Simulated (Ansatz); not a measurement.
# C2H10N2Sn: basis-set convergence

Aim: see how fast density functionals converge with the basis set for C2H10N2Sn.

Method: one geometry, several basis sets; program: Ansatz 0.2.0, Gaussian basis.

Levels to be run: PBE0-D4/def2-SVP; ωB97M-V/def2-SVP; PBE0-D4/def2-QZVPP; ωB97M-V/def2-QZVPP; the functionals' def2-TZVPP values are taken from earlier runs.

## 1. The geometry

An earlier PBE0-D4 in a triple-zeta def2 set relaxation fixed the geometry. Sn takes the def2 core potential; no spin-orbit term is included.

SMILES `C[NH][SnH2][NH]C`, 15 atoms, charge 0, spin multiplicity 1.

Atoms are counted from 1 here; the program's logs count them from 0.

Bond lengths: C1–N2 1.450 Å, C1–H6 1.095 Å, C1–H7 1.095 Å, C1–H8 1.100 Å, N2–Sn3 2.029 Å, N2–H9 1.011 Å, Sn3–N4 2.029 Å, Sn3–H10 1.704 Å, Sn3–H11 1.704 Å, N4–C5 1.450 Å, N4–H12 1.011 Å, C5–H13 1.095 Å, C5–H14 1.095 Å, C5–H15 1.100 Å. Angles: N2–C1–H6 110.6°, N2–C1–H7 109.7°, N2–C1–H8 115.0°, H6–C1–H7 106.5°, H6–C1–H8 107.5°, H7–C1–H8 107.1°, C1–N2–Sn3 119.4°, C1–N2–H9 111.5°, Sn3–N2–H9 113.5°, N2–Sn3–N4 114.7°, N2–Sn3–H10 106.9°, N2–Sn3–H11 105.8°, N4–Sn3–H10 105.8°, N4–Sn3–H11 107.0°, H10–Sn3–H11 117.0°, Sn3–N4–C5 119.4°, Sn3–N4–H12 113.5°, C5–N4–H12 111.5° and more.

## 2. PBE0-D4 in def2-SVP

Contents of in.yaml:

```yaml
crystal:
  periodic: [false, false, false]
  atoms:
    - {symbol: C, position_ang: [-1.769902, 1.137469, 0.874944]}
    - {symbol: N, position_ang: [-0.346318, 1.378360, 1.005604]}
    - {symbol: Sn, position_ang: [0.928029, -0.199047, 1.078501]}
    - {symbol: N, position_ang: [0.784849, -1.478179, -0.490198]}
    - {symbol: C, position_ang: [0.931131, -0.968243, -1.839362]}
    - {symbol: H, position_ang: [-2.335479, 2.054588, 1.071699]}
    - {symbol: H, position_ang: [-2.090614, 0.407024, 1.624332]}
    - {symbol: H, position_ang: [-2.088603, 0.756128, -0.106701]}
    - {symbol: H, position_ang: [-0.037813, 2.117315, 0.389220]}
    - {symbol: H, position_ang: [0.513301, -1.108797, 2.457970]}
    - {symbol: H, position_ang: [2.495224, 0.467779, 1.034565]}
    - {symbol: H, position_ang: [0.005905, -2.117940, -0.418694]}
    - {symbol: H, position_ang: [1.839618, -0.361656, -1.907835]}
    - {symbol: H, position_ang: [1.051821, -1.791681, -2.551453]}
    - {symbol: H, position_ang: [0.097051, -0.344020, -2.193293]}
basis:
  gaussian: {orbitals: def2-SVP}
hamiltonian: {xc: pbe0, dispersion: d4}
output: {orbitals: {seedname: orbitals}}
```

Run with:

```sh
> ansatz run in.yaml --threads 4 --pin off --events-out ev --progress --plain --max-ram 11315MiB
```

After this run come: ωB97M-V in def2-SVP; PBE0-D4 in def2-QZVPP; ωB97M-V in def2-QZVPP.

Q: Predict the results of all the runs planned. Wanted: PBE0-D4: double and triple zeta above quadruple; ωB97M-V: double and triple zeta above quadruple.

**Answer**, as computed:

| quantity | value |
| --- | --- |
| PBE0-D4: double and triple zeta above quadruple | 6.76, 0.39 eV |
| ωB97M-V: double and triple zeta above quadruple | 7.08, 0.38 eV |

PBE0-D4 gains 6.37 eV from double to triple zeta, then 0.39 eV more. These are total energies; as a rule much of such shifts cancels in differences, which this series doesn't test. The LUMO of ωB97M-V is positive and keeps falling with the basis (2.40 to 1.28 eV): an unbound level that the basis holds in place.
